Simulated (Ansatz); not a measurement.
CH5BrSSi, SMILES CS[SiH2]Br, energies of removing a hydrogen

Program: the Python package of Ansatz (0.2.0).

Run as a notebook:

**Cell 1**
```python
import ansatz as az
from ase import Atoms
```

**Cell 2**
```python
def energy(molecule, charge=0, unpaired=0):
    calc = (
        molecule.calculation()
        .basis(gaussian="def2-SVP")
        .functional("r2scan0")
    )
    if charge:
        calc = calc.charge(charge)
    if unpaired:
        calc = calc.spin("collinear", total=unpaired)
    report = calc.run(threads=1, pin="off").report
    if report["published_state_doubts"]:
        print("  doubts:", report["published_state_doubts"])
    return report["free_energy_ev"]

def without(molecule, index):
    rest = az.Crystal.molecule()
    for i, site in enumerate(molecule.cartesian_sites):
        if i != index:
            rest = rest.atom(site.symbol, site.position_ang)
    return rest

atoms = Atoms(["C", "S", "Si", "Br", "H", "H", "H", "H", "H"], positions=[
    (-0.8031, 1.1685, 0.5302),
    (0.5187, 1.0146, -0.6362),
    (0.7855, -1.1044, -0.7181),
    (1.5715, -1.7921, 1.277),
    (-0.5775, 0.8481, 1.4974),
    (-1.1065, 2.29, 0.5929),
    (-1.7082, 0.675, 0.1709),
    (1.8797, -1.4117, -1.7354),
    (-0.4717, -1.7343, -0.9957),
])
ch5brssi = az.Crystal.molecule_from_ase(atoms)
```

**Cell 3**
```python
whole = energy(ch5brssi, 0)
hydrogen = energy(az.Crystal.molecule().atom("H", (0, 0, 0)), 0, 1)
print(f"E(molecule) = {whole:.5f} eV, E(H) = {hydrogen:.5f} eV")
for index in [6, 8]:
    radical = energy(without(ch5brssi, index), 0, 1)
    print(f"H{index}: homolysis {(radical + hydrogen - whole):.3f} eV")
```
Output:
```text
E(molecule) = -89861.70543 eV, E(H) = -13.58464 eV
H6: homolysis 4.509 eV
H8: homolysis 3.793 eV
```

These settings explore the input space; basis and method may be short of convergence. The geometry is a force-field or estimated start, not a minimum of this method, and the basis set is short of its limit. All parts are taken at fixed geometry, without zero-point energy. The spin-orbit lowering of heavy atoms is left out. It ran for 42 s on 1 thread of Arm Neoverse V1 (shared host), peak memory 0.44 GiB.

(Lines on the test bed's own set-up are left out of the output.)
